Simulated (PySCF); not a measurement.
# CH₁₁PSi₃: magnetic properties

Wanted: magnetic properties for CH₁₁PSi₃ (`[SiH3]C[SiH2]P[SiH3]`).

Programs: PySCF 2.14.0, with routines of our own; each step states its level. All values are computed. Atoms count from 0.

## 1. The starting structure

16 atoms, charge 0, multiplicity 1; geometry from: PBE0-D3(BJ)/def2-SVP.

## 2. Magnetic properties: GIAO CAM-B3LYP/pcSseg-1

What the job is given:

```
{"job": {"kind": "mag", "xc": "CAM-B3LYP", "basis": "pcSseg-1"}, "charge": 0, "multiplicity": 1}
Si    -2.456928     0.655922     0.609916
C     -1.348205    -0.010313    -0.760781
Si    -0.203253    -1.421010    -0.270711
P      0.931264    -0.826073     1.603667
Si     2.003750     0.928772     0.666596
H     -3.336239     1.744863     0.083183
H     -3.320382    -0.437352     1.151477
H     -1.628910     1.209133     1.723825
H     -0.743479     0.822720    -1.159429
H     -1.984700    -0.362747    -1.591065
H      0.728007    -1.753138    -1.394901
H     -1.004369    -2.641077     0.053705
H      2.001950    -1.748335     1.390608
H      2.465295     0.670788    -0.734249
H      1.049475     2.078418     0.644177
H      3.181981     1.286703     1.510693
```

With the program's defaults for keys left out, this is: GIAO CAM-B3LYP/pcSseg-1 magnetisability, rotational g tensor and spin-rotation constants, non-relativistic, gas phase.

Launch:

```console
$ OMP_NUM_THREADS=1 python excited_run.py task.json out
```

This one command runs all jobs of the session in turn.

The program printed:

```text
coarse grid: 14408 points
cycle   1  E = -1254.4494876574  dE = -1.724e-01  |g| = 3.188e-01  |ddm| = 3.435e+00
cycle   2  E = -1254.4641258003  dE = -1.464e-02  |g| = 2.471e-01  |ddm| = 5.263e-01
cycle   3  E = -1254.4790199672  dE = -1.489e-02  |g| = 3.921e-02  |ddm| = 2.421e-01
cycle   4  E = -1254.4794262336  dE = -4.063e-04  |g| = 1.534e-02  |ddm| = 5.752e-02
cycle   5  E = -1254.4794916485  dE = -6.541e-05  |g| = 2.775e-03  |ddm| = 2.143e-02
cycle   6  E = -1254.4794935005  dE = -1.852e-06  |g| = 5.620e-04  |ddm| = 4.816e-03
final grid: 118008 points
cycle   7  E = -1254.5050157460  dE = -6.501e-06  |g| = 2.096e-03  |ddm| = 9.639e-03
cycle   8  E = -1254.5050158997  dE = -1.537e-07  |g| = 1.834e-03  |ddm| = 3.750e-03
cycle   9  E = -1254.5050167067  dE = -8.070e-07  |g| = 2.096e-04  |ddm| = 1.682e-03
cycle  10  E = -1254.5050167167  dE = -9.949e-09  |g| = 4.466e-05  |ddm| = 2.364e-04
cycle  11  E = -1254.5050167173  dE = -6.148e-10  |g| = 1.375e-05  |ddm| = 9.819e-05
converged SCF energy = -1254.5050167173

Magnetisability tensor (1e-30 J/T^2)
    -1582.24       34.60       -3.51
       34.60    -1573.46       -6.00
       -3.51       -6.00    -1551.59
isotropic -1569.10   principal values   -1612.75  -1555.33  -1539.21
isotropic susceptibility -94.493 1e-6 cm^3/mol

Inertial axes            a          b          c
rot. const./GHz      2.3602     1.0732     0.9440
chi total           -95.407    -94.922    -93.151
chi diamagnetic    -661.966  -1256.709  -1415.796
chi paramagnetic    566.559   1161.787   1322.645
quadrupole/D A        2.526      0.583     -3.109
g nuclear            0.5992     0.5729     0.5755
g electronic        -0.6282    -0.5858    -0.5866
g total             -0.0290    -0.0129    -0.0111

Spin-rotation constants (kHz, H = +C I.J)
atom  isotope        aa         bb         cc
  3    31P        1.769      0.863      0.903
  5     1H       -0.072     -0.041     -0.068
  6     1H       -0.138     -0.044     -0.040
  7     1H       -0.066     -0.058     -0.056
  8     1H       -0.222     -0.075     -0.062
  9     1H       -0.134     -0.098     -0.076
 10     1H       -0.142     -0.070     -0.005
 11     1H       -0.142     -0.015     -0.055
 12     1H       -0.115     -0.062     -0.105
 13     1H       -0.202     -0.077      0.013
 14     1H       -0.077     -0.018     -0.091
 15     1H        0.032     -0.081     -0.075
  0   29Si*      -1.345     -0.594     -0.498
  1    13C*       0.223      0.112      0.092
  2   29Si*      -1.347     -0.668     -0.566
  4   29Si*      -1.386     -0.569     -0.502
* in the singly substituted isotopologue
```

It took 34 s on 1 thread of Arm Neoverse V2, shared host; peak memory 0.85 GiB.

From this job:

```tsv
quantity	value
magnetisability	-1569·10⁻³⁰ J/T²
molar susceptibility	-94.5·10⁻⁶ cm³/mol
rotational g (a, b, c)	-0.0290, -0.0129, -0.0111
```

## 3. Magnetic properties: GIAO KT3/pcSseg-1

The job, as its differences from that of step 2:

```diff
@@ -1,2 +1,2 @@
-{"job": {"kind": "mag", "xc": "CAM-B3LYP", "basis": "pcSseg-1"}, "charge": 0, "multiplicity": 1}
+{"job": {"kind": "mag", "xc": "KT3", "basis": "pcSseg-1"}, "charge": 0, "multiplicity": 1}
 Si    -2.456928     0.655922     0.609916
```

Level: GIAO KT3/pcSseg-1 magnetisability, rotational g tensor and spin-rotation constants, non-relativistic, gas phase.

The program printed:

```text
coarse grid: 14408 points
cycle   1  E = -1264.5734458306  dE = -1.620e-01  |g| = 4.364e-01  |ddm| = 3.524e+00
cycle   2  E = -1264.5082833190  dE =  6.516e-02  |g| = 6.302e-01  |ddm| = 1.212e+00
cycle   3  E = -1264.6240131567  dE = -1.157e-01  |g| = 8.565e-02  |ddm| = 8.121e-01
cycle   4  E = -1264.6262879173  dE = -2.275e-03  |g| = 2.339e-02  |ddm| = 1.466e-01
cycle   5  E = -1264.6264593324  dE = -1.714e-04  |g| = 7.353e-03  |ddm| = 5.486e-02
cycle   6  E = -1264.6264798401  dE = -2.051e-05  |g| = 1.910e-03  |ddm| = 1.720e-02
cycle   7  E = -1264.6264811603  dE = -1.320e-06  |g| = 4.480e-04  |ddm| = 3.830e-03
final grid: 118008 points
cycle   8  E = -1264.7069686103  dE = -1.563e-04  |g| = 1.805e-02  |ddm| = 2.956e-02
cycle   9  E = -1264.7069707147  dE = -2.104e-06  |g| = 1.081e-02  |ddm| = 1.642e-02
cycle  10  E = -1264.7069838852  dE = -1.317e-05  |g| = 4.273e-03  |ddm| = 1.350e-02
cycle  11  E = -1264.7069891879  dE = -5.303e-06  |g| = 5.124e-04  |ddm| = 5.251e-03
cycle  12  E = -1264.7069892664  dE = -7.853e-08  |g| = 1.119e-04  |ddm| = 8.187e-04
cycle  13  E = -1264.7069892707  dE = -4.325e-09  |g| = 2.947e-05  |ddm| = 2.362e-04
cycle  14  E = -1264.7069892711  dE = -3.265e-10  |g| = 8.292e-06  |ddm| = 6.667e-05
converged SCF energy = -1264.7069892711

Magnetisability tensor (1e-30 J/T^2)
    -1548.37       35.29       -3.62
       35.29    -1538.50       -5.50
       -3.62       -5.50    -1518.50
isotropic -1535.12   principal values   -1579.09  -1521.57  -1504.71
isotropic susceptibility -92.447 1e-6 cm^3/mol

Inertial axes            a          b          c
rot. const./GHz      2.3602     1.0732     0.9440
chi total           -93.375    -92.810    -91.157
chi diamagnetic    -659.204  -1253.994  -1413.362
chi paramagnetic    565.829   1161.184   1322.204
quadrupole/D A        2.314      0.452     -2.765
g nuclear            0.5992     0.5729     0.5755
g electronic        -0.6274    -0.5855    -0.5864
g total             -0.0282    -0.0126    -0.0109

Spin-rotation constants (kHz, H = +C I.J)
atom  isotope        aa         bb         cc
  3    31P        1.756      0.855      0.881
  5     1H       -0.068     -0.039     -0.066
  6     1H       -0.136     -0.043     -0.038
  7     1H       -0.062     -0.056     -0.054
  8     1H       -0.215     -0.071     -0.059
  9     1H       -0.127     -0.094     -0.073
 10     1H       -0.134     -0.068     -0.002
 11     1H       -0.137     -0.013     -0.052
 12     1H       -0.110     -0.059     -0.103
 13     1H       -0.197     -0.073      0.015
 14     1H       -0.072     -0.016     -0.089
 15     1H        0.036     -0.079     -0.073
  0   29Si*      -1.296     -0.571     -0.479
  1    13C*       0.233      0.116      0.095
  2   29Si*      -1.299     -0.641     -0.544
  4   29Si*      -1.330     -0.548     -0.481
* in the singly substituted isotopologue
```

It took 30 s on 1 thread of Arm Neoverse V2, shared host; peak memory 0.63 GiB.

In short:

```tsv
quantity	value
magnetisability	-1535·10⁻³⁰ J/T²
molar susceptibility	-92.4·10⁻⁶ cm³/mol
rotational g (a, b, c)	-0.0282, -0.0126, -0.0109
```

## 4. Magnetic properties: GIAO B3LYP/6-31G*

The job, as its differences from that of step 3:

```diff
@@ -1,2 +1,2 @@
-{"job": {"kind": "mag", "xc": "KT3", "basis": "pcSseg-1"}, "charge": 0, "multiplicity": 1}
+{"job": {"kind": "mag", "xc": "B3LYP", "basis": "6-31G*"}, "charge": 0, "multiplicity": 1}
 Si    -2.456928     0.655922     0.609916
```

Method: GIAO B3LYP/6-31G* magnetisability, rotational g tensor and spin-rotation constants, non-relativistic, gas phase.

The program printed:

```text
coarse grid: 14408 points
cycle   1  E = -1254.6068457319  dE = -1.504e-01  |g| = 3.776e-01  |ddm| = 3.314e+00
cycle   2  E = -1254.5847288628  dE =  2.212e-02  |g| = 4.591e-01  |ddm| = 8.400e-01
cycle   3  E = -1254.6453244613  dE = -6.060e-02  |g| = 4.368e-02  |ddm| = 5.160e-01
cycle   4  E = -1254.6458678487  dE = -5.434e-04  |g| = 1.684e-02  |ddm| = 7.938e-02
cycle   5  E = -1254.6459752631  dE = -1.074e-04  |g| = 3.386e-03  |ddm| = 3.229e-02
cycle   6  E = -1254.6459799492  dE = -4.686e-06  |g| = 7.267e-04  |ddm| = 6.903e-03
final grid: 118008 points
cycle   7  E = -1254.5617438078  dE = -5.875e-06  |g| = 3.305e-03  |ddm| = 1.493e-02
cycle   8  E = -1254.5617409815  dE =  2.826e-06  |g| = 4.595e-03  |ddm| = 8.511e-03
cycle   9  E = -1254.5617470701  dE = -6.089e-06  |g| = 2.408e-04  |ddm| = 4.862e-03
cycle  10  E = -1254.5617470902  dE = -2.015e-08  |g| = 6.531e-05  |ddm| = 4.588e-04
cycle  11  E = -1254.5617470917  dE = -1.409e-09  |g| = 1.827e-05  |ddm| = 1.215e-04
cycle  12  E = -1254.5617470918  dE = -1.332e-10  |g| = 3.866e-06  |ddm| = 3.592e-05
converged SCF energy = -1254.5617470918

Magnetisability tensor (1e-30 J/T^2)
    -1549.64       31.46       -4.25
       31.46    -1541.77       -9.35
       -4.25       -9.35    -1523.74
isotropic -1538.38   principal values   -1577.58  -1529.70  -1507.87
isotropic susceptibility -92.644 1e-6 cm^3/mol

Inertial axes            a          b          c
rot. const./GHz      2.3602     1.0732     0.9440
chi total           -93.460    -93.109    -91.362
chi diamagnetic    -658.939  -1253.503  -1413.129
chi paramagnetic    565.479   1160.394   1321.768
quadrupole/D A        2.424      0.177     -2.600
g nuclear            0.5992     0.5729     0.5755
g electronic        -0.6270    -0.5851    -0.5862
g total             -0.0278    -0.0121    -0.0107

Spin-rotation constants (kHz, H = +C I.J)
atom  isotope        aa         bb         cc
  3    31P        1.685      0.817      0.841
  5     1H       -0.076     -0.042     -0.070
  6     1H       -0.144     -0.046     -0.040
  7     1H       -0.068     -0.060     -0.057
  8     1H       -0.230     -0.079     -0.064
  9     1H       -0.143     -0.101     -0.077
 10     1H       -0.145     -0.072     -0.005
 11     1H       -0.145     -0.017     -0.055
 12     1H       -0.123     -0.064     -0.108
 13     1H       -0.208     -0.079      0.013
 14     1H       -0.080     -0.019     -0.093
 15     1H        0.030     -0.083     -0.077
  0   29Si*      -1.218     -0.539     -0.456
  1    13C*       0.209      0.106      0.087
  2   29Si*      -1.223     -0.602     -0.511
  4   29Si*      -1.261     -0.527     -0.462
* in the singly substituted isotopologue
```

Wall time 14 s (1 thread of Arm Neoverse V2, shared host); peak memory 0.6 GiB.

Key values:

```tsv
quantity	value
magnetisability	-1538·10⁻³⁰ J/T²
molar susceptibility	-92.6·10⁻⁶ cm³/mol
rotational g (a, b, c)	-0.0278, -0.0121, -0.0107
```

## 5. Magnetic properties: GIAO B3LYP/def2-SVP

The job, as its differences from that of step 4:

```diff
@@ -1,2 +1,2 @@
-{"job": {"kind": "mag", "xc": "B3LYP", "basis": "6-31G*"}, "charge": 0, "multiplicity": 1}
+{"job": {"kind": "mag", "xc": "B3LYP", "basis": "def2-SVP"}, "charge": 0, "multiplicity": 1}
 Si    -2.456928     0.655922     0.609916
```

Level: GIAO B3LYP/def2-SVP magnetisability, rotational g tensor and spin-rotation constants, non-relativistic, gas phase.

The program printed:

```text
coarse grid: 14408 points
cycle   1  E = -1254.0432845204  dE = -1.889e-01  |g| = 3.634e-01  |ddm| = 3.580e+00
cycle   2  E = -1254.0256842759  dE =  1.760e-02  |g| = 4.319e-01  |ddm| = 8.411e-01
cycle   3  E = -1254.0784605130  dE = -5.278e-02  |g| = 4.931e-02  |ddm| = 4.935e-01
cycle   4  E = -1254.0791635457  dE = -7.030e-04  |g| = 1.704e-02  |ddm| = 8.370e-02
cycle   5  E = -1254.0792673925  dE = -1.038e-04  |g| = 3.704e-03  |ddm| = 3.291e-02
cycle   6  E = -1254.0792729396  dE = -5.547e-06  |g| = 8.283e-04  |ddm| = 7.845e-03
final grid: 118008 points
cycle   7  E = -1254.2337801122  dE = -1.020e-05  |g| = 2.864e-03  |ddm| = 1.814e-02
cycle   8  E = -1254.2337780265  dE =  2.086e-06  |g| = 3.957e-03  |ddm| = 7.807e-03
cycle   9  E = -1254.2337825992  dE = -4.573e-06  |g| = 2.339e-04  |ddm| = 4.379e-03
cycle  10  E = -1254.2337826172  dE = -1.800e-08  |g| = 7.754e-05  |ddm| = 4.740e-04
cycle  11  E = -1254.2337826192  dE = -1.952e-09  |g| = 2.209e-05  |ddm| = 1.607e-04
cycle  12  E = -1254.2337826194  dE = -1.755e-10  |g| = 3.733e-06  |ddm| = 4.340e-05
converged SCF energy = -1254.2337826194

Magnetisability tensor (1e-30 J/T^2)
    -1571.86       29.62       -5.23
       29.62    -1560.52       -5.38
       -5.23       -5.38    -1542.63
isotropic -1558.34   principal values   -1596.36  -1547.51  -1531.15
isotropic susceptibility -93.845 1e-6 cm^3/mol

Inertial axes            a          b          c
rot. const./GHz      2.3602     1.0732     0.9440
chi total           -94.809    -94.127    -92.600
chi diamagnetic    -659.690  -1254.443  -1414.389
chi paramagnetic    564.880   1160.316   1321.789
quadrupole/D A        2.028      0.103     -2.131
g nuclear            0.5992     0.5729     0.5755
g electronic        -0.6263    -0.5850    -0.5862
g total             -0.0271    -0.0121    -0.0107

Spin-rotation constants (kHz, H = +C I.J)
atom  isotope        aa         bb         cc
  3    31P        1.557      0.765      0.804
  5     1H       -0.072     -0.041     -0.067
  6     1H       -0.142     -0.044     -0.039
  7     1H       -0.066     -0.059     -0.056
  8     1H       -0.223     -0.074     -0.062
  9     1H       -0.132     -0.098     -0.077
 10     1H       -0.139     -0.070     -0.004
 11     1H       -0.142     -0.014     -0.054
 12     1H       -0.118     -0.063     -0.107
 13     1H       -0.203     -0.076      0.014
 14     1H       -0.075     -0.017     -0.092
 15     1H        0.034     -0.081     -0.075
  0   29Si*      -1.164     -0.511     -0.431
  1    13C*       0.202      0.102      0.085
  2   29Si*      -1.157     -0.586     -0.486
  4   29Si*      -1.222     -0.495     -0.436
* in the singly substituted isotopologue
```

Wall time 16 s (1 thread of Arm Neoverse V2, shared host); peak memory 0.74 GiB.

From this job:

```tsv
quantity	value
magnetisability	-1558·10⁻³⁰ J/T²
molar susceptibility	-93.8·10⁻⁶ cm³/mol
rotational g (a, b, c)	-0.0271, -0.0121, -0.0107
```

## 6. Magnetic properties: GIAO B3LYP/cc-pVDZ

The job, as its differences from that of step 5:

```diff
@@ -1,2 +1,2 @@
-{"job": {"kind": "mag", "xc": "B3LYP", "basis": "def2-SVP"}, "charge": 0, "multiplicity": 1}
+{"job": {"kind": "mag", "xc": "B3LYP", "basis": "cc-pVDZ"}, "charge": 0, "multiplicity": 1}
 Si    -2.456928     0.655922     0.609916
```

Level: GIAO B3LYP/cc-pVDZ magnetisability, rotational g tensor and spin-rotation constants, non-relativistic, gas phase.

The program printed:

```text
coarse grid: 14408 points
cycle   1  E = -1254.5784215461  dE = -1.023e-01  |g| = 3.643e-01  |ddm| = 6.753e+00
cycle   2  E = -1254.5590306853  dE =  1.939e-02  |g| = 4.397e-01  |ddm| = 1.602e+00
cycle   3  E = -1254.6139080461  dE = -5.488e-02  |g| = 4.915e-02  |ddm| = 8.381e-01
cycle   4  E = -1254.6146251245  dE = -7.171e-04  |g| = 1.712e-02  |ddm| = 1.320e-01
cycle   5  E = -1254.6147330235  dE = -1.079e-04  |g| = 3.861e-03  |ddm| = 5.292e-02
cycle   6  E = -1254.6147392175  dE = -6.194e-06  |g| = 8.440e-04  |ddm| = 1.124e-02
final grid: 118008 points
cycle   7  E = -1254.6315528918  dE = -6.681e-06  |g| = 3.277e-03  |ddm| = 3.477e-02
cycle   8  E = -1254.6315502688  dE =  2.623e-06  |g| = 4.465e-03  |ddm| = 1.609e-02
cycle   9  E = -1254.6315562002  dE = -5.931e-06  |g| = 3.386e-04  |ddm| = 8.652e-03
cycle  10  E = -1254.6315562387  dE = -3.852e-08  |g| = 6.726e-05  |ddm| = 1.039e-03
cycle  11  E = -1254.6315562402  dE = -1.458e-09  |g| = 2.332e-05  |ddm| = 2.171e-04
cycle  12  E = -1254.6315562404  dE = -2.010e-10  |g| = 4.975e-06  |ddm| = 7.383e-05
converged SCF energy = -1254.6315562404

Magnetisability tensor (1e-30 J/T^2)
    -1586.46       29.16       -7.27
       29.16    -1573.30       -3.92
       -7.27       -3.92    -1556.75
isotropic -1572.17   principal values   -1609.98  -1561.54  -1545.00
isotropic susceptibility -94.678 1e-6 cm^3/mol

Inertial axes            a          b          c
rot. const./GHz      2.3602     1.0732     0.9440
chi total           -95.735    -94.859    -93.441
chi diamagnetic    -659.015  -1253.782  -1413.986
chi paramagnetic    563.280   1158.923   1320.544
quadrupole/D A        1.867     -0.035     -1.831
g nuclear            0.5992     0.5729     0.5755
g electronic        -0.6246    -0.5843    -0.5857
g total             -0.0254    -0.0114    -0.0102

Spin-rotation constants (kHz, H = +C I.J)
atom  isotope        aa         bb         cc
  3    31P        1.602      0.782      0.802
  5     1H       -0.073     -0.041     -0.067
  6     1H       -0.142     -0.045     -0.039
  7     1H       -0.067     -0.059     -0.055
  8     1H       -0.220     -0.072     -0.061
  9     1H       -0.128     -0.096     -0.076
 10     1H       -0.137     -0.070     -0.004
 11     1H       -0.142     -0.014     -0.054
 12     1H       -0.116     -0.062     -0.106
 13     1H       -0.202     -0.075      0.013
 14     1H       -0.076     -0.018     -0.091
 15     1H        0.033     -0.081     -0.075
  0   29Si*      -1.152     -0.507     -0.428
  1    13C*       0.200      0.101      0.083
  2   29Si*      -1.158     -0.578     -0.485
  4   29Si*      -1.198     -0.493     -0.432
* in the singly substituted isotopologue
```

It took 20 s on 1 thread of Arm Neoverse V2, shared host; peak memory 0.73 GiB.

Key values:

```tsv
quantity	value
magnetisability	-1572·10⁻³⁰ J/T²
molar susceptibility	-94.7·10⁻⁶ cm³/mol
rotational g (a, b, c)	-0.0254, -0.0114, -0.0102
```

## 7. Magnetic properties: GIAO B3LYP/STO-3G

The job, as its differences from that of step 6:

```diff
@@ -1,2 +1,2 @@
-{"job": {"kind": "mag", "xc": "B3LYP", "basis": "cc-pVDZ"}, "charge": 0, "multiplicity": 1}
+{"job": {"kind": "mag", "xc": "B3LYP", "basis": "STO-3G"}, "charge": 0, "multiplicity": 1}
 Si    -2.456928     0.655922     0.609916
```

Level: GIAO B3LYP/STO-3G magnetisability, rotational g tensor and spin-rotation constants, non-relativistic, gas phase.

The program printed:

```text
coarse grid: 14408 points
cycle   1  E = -1240.2280127630  dE = -8.163e-01  |g| = 3.635e-01  |ddm| = 4.365e+00
cycle   2  E = -1240.2247925370  dE =  3.220e-03  |g| = 3.846e-01  |ddm| = 1.191e+00
cycle   3  E = -1240.2765702637  dE = -5.178e-02  |g| = 1.909e-02  |ddm| = 6.138e-01
cycle   4  E = -1240.2767038332  dE = -1.336e-04  |g| = 5.297e-03  |ddm| = 4.037e-02
cycle   5  E = -1240.2767134327  dE = -9.599e-06  |g| = 1.560e-03  |ddm| = 1.045e-02
final grid: 118008 points
cycle   6  E = -1240.2038211175  dE =  4.054e-08  |g| = 3.588e-03  |ddm| = 1.143e-02
cycle   7  E = -1240.2038196879  dE =  1.430e-06  |g| = 4.127e-03  |ddm| = 1.237e-02
cycle   8  E = -1240.2038257321  dE = -6.044e-06  |g| = 1.102e-04  |ddm| = 6.603e-03
cycle   9  E = -1240.2038257370  dE = -4.819e-09  |g| = 1.339e-05  |ddm| = 2.077e-04
cycle  10  E = -1240.2038257370  dE = -5.866e-11  |g| = 5.017e-06  |ddm| = 3.147e-05
converged SCF energy = -1240.2038257370

Magnetisability tensor (1e-30 J/T^2)
    -1736.90       28.29       -4.93
       28.29    -1726.04       -2.75
       -4.93       -2.75    -1711.93
isotropic -1724.96   principal values   -1760.36  -1714.23  -1700.28
isotropic susceptibility -103.879 1e-6 cm^3/mol

Inertial axes            a          b          c
rot. const./GHz      2.3602     1.0732     0.9440
chi total          -104.749   -104.032   -102.857
chi diamagnetic    -646.585  -1241.870  -1402.079
chi paramagnetic    541.836   1137.838   1299.222
quadrupole/D A        1.277      0.255     -1.532
g nuclear            0.5992     0.5729     0.5755
g electronic        -0.6008    -0.5737    -0.5762
g total             -0.0016    -0.0008    -0.0007

Spin-rotation constants (kHz, H = +C I.J)
atom  isotope        aa         bb         cc
  3    31P        0.974      0.495      0.464
  5     1H       -0.100     -0.051     -0.070
  6     1H       -0.158     -0.052     -0.048
  7     1H       -0.092     -0.067     -0.061
  8     1H       -0.217     -0.078     -0.066
  9     1H       -0.147     -0.095     -0.076
 10     1H       -0.161     -0.082     -0.020
 11     1H       -0.158     -0.034     -0.062
 12     1H       -0.127     -0.065     -0.101
 13     1H       -0.223     -0.082     -0.001
 14     1H       -0.107     -0.031     -0.090
 15     1H       -0.013     -0.086     -0.078
  0   29Si*      -0.843     -0.374     -0.306
  1    13C*       0.030      0.023      0.018
  2   29Si*      -0.859     -0.441     -0.372
  4   29Si*      -0.906     -0.352     -0.323
* in the singly substituted isotopologue
```

Wall time 5.9 s (1 thread of Arm Neoverse V2, shared host); peak memory 0.48 GiB.

In short:

```tsv
quantity	value
magnetisability	-1725·10⁻³⁰ J/T²
molar susceptibility	-103.9·10⁻⁶ cm³/mol
rotational g (a, b, c)	-0.0016, -0.0008, -0.0007
```

## 8. The levels compared

```tsv
level	ξ (10⁻³⁰ J/T²)	g(a)	g(b)	gap (eV)	functions	time
GIAO CAM-B3LYP/pcSseg-1	-1569	-0.0290	-0.0129	9.54	168	34 s
GIAO KT3/pcSseg-1	-1535	-0.0282	-0.0126	5.45	168	30 s
GIAO B3LYP/6-31G*	-1538	-0.0278	-0.0121	6.95	108	14 s
GIAO B3LYP/def2-SVP	-1558	-0.0271	-0.0121	7.02	141	16 s
GIAO B3LYP/cc-pVDZ	-1572	-0.0254	-0.0114	6.99	141	20 s
GIAO B3LYP/STO-3G	-1725	-0.0016	-0.0008	9.53	52	5.9 s
```

## 9. Outcome

| quantity | value |
| --- | --- |
| magnetisability (step 2, GIAO CAM-B3LYP/pcSseg-1) | -1569·10⁻³⁰ J/T² |
| molar susceptibility (step 2, GIAO CAM-B3LYP/pcSseg-1) | -94.5·10⁻⁶ cm³/mol |
| rotational g (a, b, c) (step 2, GIAO CAM-B3LYP/pcSseg-1) | -0.0290, -0.0129, -0.0111 |
| magnetisability over the levels | -1572 to -1535·10⁻³⁰ J/T² |

What this shows: GIAO B3LYP/STO-3G has a minimal basis, so it is left out of the spread where two other levels stand. The magnetisability spreads by 2.4 % over 5 levels, from GIAO B3LYP/cc-pVDZ (20 s) to GIAO KT3/pcSseg-1 (30 s); the runs took 14 s to 34 s. Vibrational averaging and real surroundings are missing from these values.
